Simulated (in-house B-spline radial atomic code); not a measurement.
**Re¹³⁺: excited configurations in jj coupling**

Aim: the energies of several excited configurations of Re¹³⁺ above a reference configuration, each from its own self-consistent run.

Program: in-house B-spline radial atomic code version 1. Level of theory: Dirac-Hartree-Fock, average of configuration, Fermi nucleus, basis-set limit. These are calculated values, not measurements, unless marked.

## Step 1: The atom as given

| Property | Result |
| --- | --- |
| element | rhenium (Z = 75) |
| charge | +13 |
| electrons | 62 |
| configuration | 1s2 2s2 2p6 3s2 3p6 3d10 4s2 4p6 4d10 4f14 5s2 |
| Hamiltonian | Dirac-Coulomb |
| nucleus | Fermi, rms radius 5.370 fm |

Settings of the run:

```ini
Z = 75
electrons = 62.0
configuration = 1s2 2s2 2p6 3s2 3p6 3d10 4s2 4p6 4d10 4f14 5s2
hamiltonian = dirac
method = hf
spin_polarised = False
nucleus = fermi
rms_radius = 5.3698
mass_number = 187
atomic_mass = 186.955752217
speed_of_light = 137.035999084
```

The reference is known from an earlier run: -16653.761315 hartree in all. Up to eight levels, counted from the top:

```csv
orbital,occupation,energy (eV),<r> (bohr)
4s1/2,2,-896.16,0.4403
4p1/2,2,-788.58,0.4459
4p3/2,4,-713.48,0.4769
4d3/2,4,-537.94,0.4899
4d5/2,6,-523.82,0.5007
5s1/2,2,-310.69,0.9604
4f5/2,6,-299.27,0.5406
4f7/2,8,-296.56,0.5471
```

## Step 2: Configuration 1s2 2s2 2p6 3s2 3p6 3d10 4s2 4p6 4d-4 4d+5 4f14 5s2 5g+1

In configurations, a minus sign after the shell means j = l − 1/2 and a plus sign j = l + 1/2; the count of electrons follows.

Settings of the run:

```ini
Z = 75
electrons = 62.0
configuration = 1s2 2s2 2p6 3s2 3p6 3d10 4s2 4p6 4d-4 4d+5 4f14 5s2 5g+1
hamiltonian = dirac
method = hf
spin_polarised = False
nucleus = fermi
rms_radius = 5.3698
mass_number = 187
atomic_mass = 186.955752217
speed_of_light = 137.035999084
```

## Step 3: 1s2 2s2 2p6 3s2 3p6 3d10 4s2 4p6 4d10 4f-6 4f+7 5s2 9p-1

Settings: those of step 2 with these lines changed.

```diff
@@ -2,3 +2,3 @@
 electrons = 62.0
-configuration = 1s2 2s2 2p6 3s2 3p6 3d10 4s2 4p6 4d-4 4d+5 4f14 5s2 5g+1
+configuration = 1s2 2s2 2p6 3s2 3p6 3d10 4s2 4p6 4d10 4f-6 4f+7 5s2 9p-1
 hamiltonian = dirac
```

## Step 4: Configuration 1s2 2s2 2p6 3s2 3p6 3d10 4s2 4p6 4d-4 4d+5 4f14 5s2 8s1

Settings: those of step 3 with these lines changed.

```diff
@@ -2,3 +2,3 @@
 electrons = 62.0
-configuration = 1s2 2s2 2p6 3s2 3p6 3d10 4s2 4p6 4d10 4f-6 4f+7 5s2 9p-1
+configuration = 1s2 2s2 2p6 3s2 3p6 3d10 4s2 4p6 4d-4 4d+5 4f14 5s2 8s1
 hamiltonian = dirac
```

## Step 5: 1s2 2s2 2p6 3s2 3p6 3d10 4s2 4p6 4d10 4f-5 4f+8 5s2 8s1

Settings: those of step 4 with these lines changed.

```diff
@@ -2,3 +2,3 @@
 electrons = 62.0
-configuration = 1s2 2s2 2p6 3s2 3p6 3d10 4s2 4p6 4d-4 4d+5 4f14 5s2 8s1
+configuration = 1s2 2s2 2p6 3s2 3p6 3d10 4s2 4p6 4d10 4f-5 4f+8 5s2 8s1
 hamiltonian = dirac
```

## Step 6: Run with 1s2 2s2 2p6 3s2 3p6 3d10 4s2 4p6 4d10 4f-6 4f+7 5s2 9g+1

Settings: those of step 5 with these lines changed.

```diff
@@ -2,3 +2,3 @@
 electrons = 62.0
-configuration = 1s2 2s2 2p6 3s2 3p6 3d10 4s2 4p6 4d10 4f-5 4f+8 5s2 8s1
+configuration = 1s2 2s2 2p6 3s2 3p6 3d10 4s2 4p6 4d10 4f-6 4f+7 5s2 9g+1
 hamiltonian = dirac
```

Q: How far above the reference does each configuration lie (order and size, in eV)?

**Answer**, as computed:

| net move | configuration | energy above the reference (eV) | with Breit, QED, recoil (eV) | largest <r> (bohr) |
| --- | --- | --- | --- | --- |
| 4f5/2 → 8s | 1s2 2s2 2p6 3s2 3p6 3d10 4s2 4p6 4d10 4f-5 4f+8 5s2 8s1 | 220.29 | 220.39 | 3.87 |
| 4f7/2 → 9p1/2 | 1s2 2s2 2p6 3s2 3p6 3d10 4s2 4p6 4d10 4f-6 4f+7 5s2 9p-1 | 240.42 | 240.59 | 5.49 |
| 4f7/2 → 9g9/2 | 1s2 2s2 2p6 3s2 3p6 3d10 4s2 4p6 4d10 4f-6 4f+7 5s2 9g+1 | 258.30 | 258.44 | 7.73 |
| 4d5/2 → 5g9/2 | 1s2 2s2 2p6 3s2 3p6 3d10 4s2 4p6 4d-4 4d+5 4f14 5s2 5g+1 | 409.64 | 409.36 | 1.86 |
| 4d5/2 → 8s | 1s2 2s2 2p6 3s2 3p6 3d10 4s2 4p6 4d-4 4d+5 4f14 5s2 8s1 | 444.37 | 444.15 | 3.87 |

At the bottom stands 4f5/2 → 8s (220.29 eV), at the top 4d5/2 → 8s (444.37 eV). Koopmans' estimate of the ionisation threshold is 296.56 eV; 2 configurations exceed it by over 2 % and could autoionise. These are averages over configurations, without correlation, not spectroscopic levels.
